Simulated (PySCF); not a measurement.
# B2H2F4 (SMILES F[BH-]1[F+][BH-](F)[F+]1): SVWN5/3-21G

Aim: the vertical ionisation energy of B2H2F4 at SVWN5/3-21G, from 2 runs. Input form: a Python script.

Program for the calculation: PySCF 2.14.0.

## (1) The structure to begin with

B2H2F4: 8 atoms, total charge 0, spin state singlet. As SMILES, `F[BH-]1[F+][BH-](F)[F+]1`. The coordinates come from a GFN2-xTB relaxation.

Bond lengths: F1–B2 1.318 Å, B2–F3 1.527 Å, F3–B4 1.527 Å, B4–F5 1.318 Å, B2–F6 1.530 Å, B4–F6 1.528 Å, B2–H7 1.171 Å, B4–H8 1.170 Å. Some angles: F1–B2–F3 108.6°, F1–B2–F6 108.6°, F3–B2–F6 86.7°, B2–F3–B4 93.4°, F3–B4–F5 108.6°, F3–B4–F6 86.7°, F5–B4–F6 108.5°, B2–F6–B4 93.2°, F1–B2–H7 120.9°, F3–B2–H7 113.5°.

## (2) A single-point energy at SVWN5/3-21G

calc.py reads:

```python
from pyscf import gto, dft

mol = gto.Mole()
mol.atom = [
    ('F', (1.043360, -1.440940, 1.042990)),
    ('B', (0.990580, -0.282590, 0.417020)),
    ('F', (0.244640, -0.475210, -0.901740)),
    ('B', (-0.990130, 0.281940, -0.417440)),
    ('F', (-1.044440, 1.440610, -1.043620)),
    ('F', (-0.245370, 0.477470, 0.902280)),
    ('H', (1.942170, 0.392310, 0.320140)),
    ('H', (-1.940820, -0.393590, -0.319620)),
]
mol.charge = 0
mol.basis = '3-21g'
mol.verbose = 3
mol.max_memory = 1860
mol.build()

mf = dft.RKS(mol)
mf.xc = 'svwn'
mf.grids.level = 4
mf.conv_tol = 1e-10
mf.kernel()
if not mf.converged:
    mf = mf.newton().run(mf.mo_coeff, mf.mo_occ)

e_final = mf.e_tot
print(f'total energy: {e_final:.8f} hartree')
```

Launch:

```
$ OMP_NUM_THREADS=1 python calc.py
```

Log:

```text
converged SCF energy = -445.005717123227
total energy: -445.00571712 hartree
```

Wall time 5.4 s (1 thread of Arm Neoverse V1, shared host); peak memory 0.19 GiB.

## (3) The doublet cation, same level

job.py reads:

```python
from pyscf import gto, dft

mol = gto.M(
    atom='''
F      1.043360    -1.440940     1.042990
B      0.990580    -0.282590     0.417020
F      0.244640    -0.475210    -0.901740
B     -0.990130     0.281940    -0.417440
F     -1.044440     1.440610    -1.043620
F     -0.245370     0.477470     0.902280
H      1.942170     0.392310     0.320140
H     -1.940820    -0.393590    -0.319620
''',
    spin=1,
    charge=1,
    verbose=3,
    max_memory=1860,
    basis='3-21g',
)

mf = dft.UKS(mol)
mf.xc = 'svwn'
mf.conv_tol = 1e-10
mf.grids.level = 4
mf.kernel()
if not mf.converged:
    mf = mf.newton().run(mf.mo_coeff, mf.mo_occ)

etot = mf.e_tot
print(f'total energy: {etot:.8f} hartree')
```

Launch:

```
$ OMP_NUM_THREADS=1 python job.py
```

Log:

```text
converged SCF energy = -444.563160139992  <S^2> = 0.75093985  2S+1 = 2.0009396
total energy: -444.56316014 hartree
```

Run time: 11 s. Hardware: 1 thread of Arm Neoverse V1, shared host; peak memory 0.2 GiB.

## (4) Results

At SVWN5/3-21G:

| quantity | value |
| --- | --- |
| singlet B2H2F4: total energy | -445.00572 Eh |
| singlet B2H2F4: dipole moment | 0.01 D |
| singlet B2H2F4: HOMO energy | -8.47 eV |
| singlet B2H2F4: LUMO energy | 0.24 eV |
| singlet B2H2F4: HOMO–LUMO gap | 8.71 eV |
| doublet cation: total energy | -444.56316 Eh |
| doublet cation: HOMO energy (highest over α and β) | -16.31 eV |
| doublet cation: LUMO energy (lowest over α and β) | -15.62 eV |
| doublet cation: ⟨S²⟩ | 0.751 |
| vertical ionisation energy (to the doublet cation) | 12.043 eV |

What this shows: The vertical ionisation energy comes to 12.04 eV (1162 kJ/mol). The negative HOMO energy of the first species, 8.47 eV, lies 3.57 eV below that difference. Mulliken charges (doublet cation) run from -0.15 on F3 to +0.47 on B2; they depend strongly on the basis.
